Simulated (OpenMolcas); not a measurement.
**FNO-MP2/pc-2 (Cholesky decomposition, virtual fraction 0.4) run of AlHCl2O (SMILES [OH][Al]([Cl])[Cl])**

Aim: the energy difference between two shapes of AlHCl2O at FNO-MP2/pc-2 (Cholesky decomposition, virtual fraction 0.4), from 2 runs. 

The calculation is run with OpenMolcas 26.06.

2 further runs of the same task are left out: 2 set aside as unsound or not needed.

**1. Starting point**

The species is AlHCl2O (5 atoms), meant as a singlet with charge 0. As SMILES, `[OH][Al]([Cl])[Cl]`. Geometry: a GFN2-xTB relaxation, a rough one for these elements and not checked as a minimum.

Bond lengths: O1–Al2 1.640 Å, Al2–Cl3 2.029 Å, Al2–Cl4 2.030 Å, O1–H5 0.944 Å. Angles: O1–Al2–Cl3 118.6°, O1–Al2–Cl4 118.7°, Cl3–Al2–Cl4 122.6°, Al2–O1–H5 179.2°.

**2. The energy at FNO-MP2/pc-2 (Cholesky decomposition, virtual fraction 0.4)**

mol.xyz

```xyz
5

O      0.091690     1.180530     0.032530
Al    -0.032210    -0.453930    -0.010480
Cl     1.057380    -1.546720     1.307320
Cl    -1.272670    -1.302620    -1.375070
H      0.155810     2.122740     0.045690
```

run.input

```
* AlCl2HO FNO-MP2
&GATEWAY
Coord=mol.xyz
Basis=pc-2
Group=NoSym
&SEWARD
Medium
&SCF
PrOrbitals=1
&MBPT2
FNOMP2=0.4
DoMP2
Frozen=16
```

Launch:

```bash
$ export MOLCAS_MEM=1860
$ pymolcas run.input > run.log
```

Standard output:

```text
--- Start Module: gateway ---
[...]
--- Stop Module: gateway /rc=_RC_ALL_IS_WELL_ ---
[...]
      Basis functions          146
[...]
--- Start Module: scf ---
[...]
       Convergence after  10 Iterations
[...]
::    Total SCF energy                              -1236.6430177881
[...]
      Total spin, S                                     0.0000000000
[...]
      Total electronic charge=   56.000000
      Total            charge=   -0.000000
[...]
      Dipole Moment (debye):
      Origin of the operator (angstrom)=   -0.0595   -0.7976   -0.0183
                   X=  1.4877E-01               Y=  2.0213E+00               Z=  2.5422E-02           Total=  2.0269E+00
      Quadrupole Moment (debye*angstrom):
[...]
--- Stop Module: scf /rc=_RC_ALL_IS_WELL_ ---
[...]
--- Start Module: mbpt2 ---
[...]
WARNING!
Default frozen orbitals as non valence orbitals is overwritten by user input.
Default values:  13
[...]
       Reference weight ( Cref**2 )         =        0.84010
::    Total MBPT2 energy                            -1237.2259548350
[...]
--- Stop Module: mbpt2 /rc=_RC_ALL_IS_WELL_ ---
[...]
```

It took 20 s on 1 thread of Arm Neoverse V1, shared host; peak memory 0.26 GiB.

**3. The distorted shape**

mol.xyz

```xyz
5

O      0.107737     1.129698     0.003905
Al    -0.026402    -0.467718     0.001516
Cl     1.077444    -1.517843     1.293402
Cl    -1.265665    -1.287149    -1.357668
H      0.174133     2.127127     0.049541
```

run.inp

```
* AlCl2HO FNO-MP2

&GATEWAY
 Coord=mol.xyz
 Basis=pc-2
 Group=NoSym

&SEWARD
 Medium

&SCF
 PrOrbitals=1

&MBPT2
 FNOMP2=0.4
 DoMP2
 Frozen=16
```

Launch:

```bash
$ export MOLCAS_MEM=1860
$ pymolcas run.inp > run.log
```

Standard output:

```text
--- Start Module: gateway ---
[...]
--- Stop Module: gateway /rc=_RC_ALL_IS_WELL_ ---
[...]
      Basis functions          146
[...]
--- Start Module: scf ---
[...]
       Convergence after  10 Iterations
[...]
::    Total SCF energy                              -1236.6346676398
[...]
      Total spin, S                                     0.0000000000
[...]
      Total electronic charge=   56.000000
      Total            charge=   -0.000000
[...]
      Dipole Moment (debye):
      Origin of the operator (angstrom)=   -0.0474   -0.7943   -0.0184
                   X=  1.4320E-01               Y=  2.1610E+00               Z=  2.5164E-01           Total=  2.1803E+00
      Quadrupole Moment (debye*angstrom):
[...]
--- Stop Module: scf /rc=_RC_ALL_IS_WELL_ ---
[...]
--- Start Module: mbpt2 ---
[...]
WARNING!
Default frozen orbitals as non valence orbitals is overwritten by user input.
Default values:  13
[...]
       Reference weight ( Cref**2 )         =        0.83964
::    Total MBPT2 energy                            -1237.2195545069
[...]
--- Stop Module: mbpt2 /rc=_RC_ALL_IS_WELL_ ---
[...]
```

It took 20 s on 1 thread of Arm Neoverse V1, shared host; peak memory 0.26 GiB.

**4. What came out**

At FNO-MP2/pc-2 (Cholesky decomposition, virtual fraction 0.4), 16 core orbitals frozen:

| quantity | value |
| --- | --- |
| first shape: total energy | -1237.22595 Eh |
| first shape: dipole moment (mean-field density) | 2.03 D |
| first shape: HOMO energy (Hartree–Fock orbitals) | -12.57 eV |
| first shape: LUMO energy (Hartree–Fock orbitals) | 2.21 eV |
| first shape: HOMO–LUMO gap (Hartree–Fock orbitals) | 14.78 eV |
| first shape: correlation energy (16 core orbitals frozen) | -582.9 mEh |
| distorted shape: total energy | -1237.21955 Eh |
| distorted shape: dipole moment (mean-field density) | 2.18 D |
| distorted shape: HOMO energy (Hartree–Fock orbitals) | -12.53 eV |
| distorted shape: LUMO energy (Hartree–Fock orbitals) | 2.28 eV |
| distorted shape: HOMO–LUMO gap (Hartree–Fock orbitals) | 14.81 eV |
| distorted shape: correlation energy (16 core orbitals frozen) | -584.9 mEh |
| energy change with the atoms displaced | 0.174 eV |

With the atoms displaced the energy rises by 0.17 eV (4.0 kcal/mol). The first shape isn't relaxed at this level, so the change isn't measured from a minimum.
